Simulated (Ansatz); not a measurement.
# Ge: the cost of one run

Method: DFT PBE, scalar-relativistic, plane waves, PAW, in Ansatz 0.2.0.

### 1 The system as given

The structure is cubic, space group Fd-3m (No. 227). The conventional cell has a = 5.658 Å, b = 5.658 Å, c = 5.658 Å, α = 90.00°, β = 90.00°, γ = 90.00°. Ge (site symmetry -43m) has 4 Ge at 2.45 Å as nearest neighbours.

As a file:

```xyz
54
Lattice="0.0000 8.4867 8.4867 8.4867 0.0000 8.4867 8.4867 8.4867 0.0000" Properties=species:S:1:pos:R:3 pbc="T T T"
Ge    0.0000    0.0000    0.0000
Ge    2.8289    2.8289    0.0000
Ge    5.6578    5.6578    0.0000
Ge    2.8289    0.0000    2.8289
Ge    5.6578    2.8289    2.8289
Ge    8.4867    5.6578    2.8289
Ge    5.6578    0.0000    5.6578
Ge    8.4867    2.8289    5.6578
Ge   11.3156    5.6578    5.6578
Ge    0.0000    2.8289    2.8289
Ge    2.8289    5.6578    2.8289
Ge    5.6578    8.4867    2.8289
Ge    2.8289    2.8289    5.6578
Ge    5.6578    5.6578    5.6578
Ge    8.4867    8.4867    5.6578
Ge    5.6578    2.8289    8.4867
Ge    8.4867    5.6578    8.4867
Ge   11.3156    8.4867    8.4867
Ge    0.0000    5.6578    5.6578
Ge    2.8289    8.4867    5.6578
Ge    5.6578   11.3156    5.6578
Ge    2.8289    5.6578    8.4867
Ge    5.6578    8.4867    8.4867
Ge    8.4867   11.3156    8.4867
Ge    5.6578    5.6578   11.3156
Ge    8.4867    8.4867   11.3156
Ge   11.3156   11.3156   11.3156
Ge    1.4144    1.4144    1.4144
Ge    4.2434    4.2434    1.4144
Ge    7.0723    7.0723    1.4144
Ge    4.2434    1.4144    4.2434
Ge    7.0723    4.2434    4.2434
Ge    9.9012    7.0723    4.2434
Ge    7.0723    1.4144    7.0723
Ge    9.9012    4.2434    7.0723
Ge   12.7301    7.0723    7.0723
Ge    1.4144    4.2434    4.2434
Ge    4.2434    7.0723    4.2434
Ge    7.0723    9.9012    4.2434
Ge    4.2434    4.2434    7.0723
Ge    7.0723    7.0723    7.0723
Ge    9.9012    9.9012    7.0723
Ge    7.0723    4.2434    9.9012
Ge    9.9012    7.0723    9.9012
Ge   12.7301    9.9012    9.9012
Ge    1.4144    7.0723    7.0723
Ge    4.2434    9.9012    7.0723
Ge    7.0723   12.7301    7.0723
Ge    4.2434    7.0723    9.9012
Ge    7.0723    9.9012    9.9012
Ge    9.9012   12.7301    9.9012
Ge    7.0723    7.0723   12.7301
Ge    9.9012    9.9012   12.7301
Ge   12.7301   12.7301   12.7301
```

The runs take a perfect supercell of 54 atoms; the defect goes to fractional position (0.000, 0.000, 0.000).

### 2 The perfect supercell

input.yaml

```yaml
crystal:
  lattice:
    - [0.0, 8.48673, 8.48673]
    - [8.48673, 0.0, 8.48673]
    - [8.48673, 8.48673, 0.0]
  atoms:
    - { symbol: Ge, position: [0.0, 0.0, 0.0] }
    - { symbol: Ge, position: [0.0, 0.0, 0.333333] }
    - { symbol: Ge, position: [0.0, 0.0, 0.666667] }
    - { symbol: Ge, position: [0.0, 0.333333, 0.0] }
    - { symbol: Ge, position: [0.0, 0.333333, 0.333333] }
    - { symbol: Ge, position: [0.0, 0.333333, 0.666667] }
    - { symbol: Ge, position: [0.0, 0.666667, 0.0] }
    - { symbol: Ge, position: [0.0, 0.666667, 0.333333] }
    - { symbol: Ge, position: [0.0, 0.666667, 0.666667] }
    - { symbol: Ge, position: [0.333333, 0.0, 0.0] }
    - { symbol: Ge, position: [0.333333, 0.0, 0.333333] }
    - { symbol: Ge, position: [0.333333, 0.0, 0.666667] }
    - { symbol: Ge, position: [0.333333, 0.333333, 0.0] }
    - { symbol: Ge, position: [0.333333, 0.333333, 0.333333] }
    - { symbol: Ge, position: [0.333333, 0.333333, 0.666667] }
    - { symbol: Ge, position: [0.333333, 0.666667, 0.0] }
    - { symbol: Ge, position: [0.333333, 0.666667, 0.333333] }
    - { symbol: Ge, position: [0.333333, 0.666667, 0.666667] }
    - { symbol: Ge, position: [0.666667, 0.0, 0.0] }
    - { symbol: Ge, position: [0.666667, 0.0, 0.333333] }
    - { symbol: Ge, position: [0.666667, 0.0, 0.666667] }
    - { symbol: Ge, position: [0.666667, 0.333333, 0.0] }
    - { symbol: Ge, position: [0.666667, 0.333333, 0.333333] }
    - { symbol: Ge, position: [0.666667, 0.333333, 0.666667] }
    - { symbol: Ge, position: [0.666667, 0.666667, 0.0] }
    - { symbol: Ge, position: [0.666667, 0.666667, 0.333333] }
    - { symbol: Ge, position: [0.666667, 0.666667, 0.666667] }
    - { symbol: Ge, position: [0.083333, 0.083333, 0.083333] }
    - { symbol: Ge, position: [0.083333, 0.083333, 0.416667] }
    - { symbol: Ge, position: [0.083333, 0.083333, 0.75] }
    - { symbol: Ge, position: [0.083333, 0.416667, 0.083333] }
    - { symbol: Ge, position: [0.083333, 0.416667, 0.416667] }
    - { symbol: Ge, position: [0.083333, 0.416667, 0.75] }
    - { symbol: Ge, position: [0.083333, 0.75, 0.083333] }
    - { symbol: Ge, position: [0.083333, 0.75, 0.416667] }
    - { symbol: Ge, position: [0.083333, 0.75, 0.75] }
    - { symbol: Ge, position: [0.416667, 0.083333, 0.083333] }
    - { symbol: Ge, position: [0.416667, 0.083333, 0.416667] }
    - { symbol: Ge, position: [0.416667, 0.083333, 0.75] }
    - { symbol: Ge, position: [0.416667, 0.416667, 0.083333] }
    - { symbol: Ge, position: [0.416667, 0.416667, 0.416667] }
    - { symbol: Ge, position: [0.416667, 0.416667, 0.75] }
    - { symbol: Ge, position: [0.416667, 0.75, 0.083333] }
    - { symbol: Ge, position: [0.416667, 0.75, 0.416667] }
    - { symbol: Ge, position: [0.416667, 0.75, 0.75] }
    - { symbol: Ge, position: [0.75, 0.083333, 0.083333] }
    - { symbol: Ge, position: [0.75, 0.083333, 0.416667] }
    - { symbol: Ge, position: [0.75, 0.083333, 0.75] }
    - { symbol: Ge, position: [0.75, 0.416667, 0.083333] }
    - { symbol: Ge, position: [0.75, 0.416667, 0.416667] }
    - { symbol: Ge, position: [0.75, 0.416667, 0.75] }
    - { symbol: Ge, position: [0.75, 0.75, 0.083333] }
    - { symbol: Ge, position: [0.75, 0.75, 0.416667] }
    - { symbol: Ge, position: [0.75, 0.75, 0.75] }
basis:
  ecutwfc: 420
  fft_grid_basis: typed
kpoints:
  mp_grid: { grid: [1, 1, 1] }
hamiltonian:
  xc: pbe
  pseudopotentials: { kind: paw }
scf:
  occupations: { method: gaussian, width: 0.05 }
output:
  forces: true
  stress: false
  eigenvalues: true
  bader: false
  write_density: true
  volumetric_format: npy
```

Run with:

```sh
ansatz run input.yaml --threads 8 --pin off --max-ram 16384MiB --backend cpu --events-out ev --progress --plain --runs-dir out
```

**Question.** How long does this run take on 8 threads of Arm Neoverse V2, shared host, and how much memory does it need?

About 6.2 s, with a peak of 1.8 GiB.
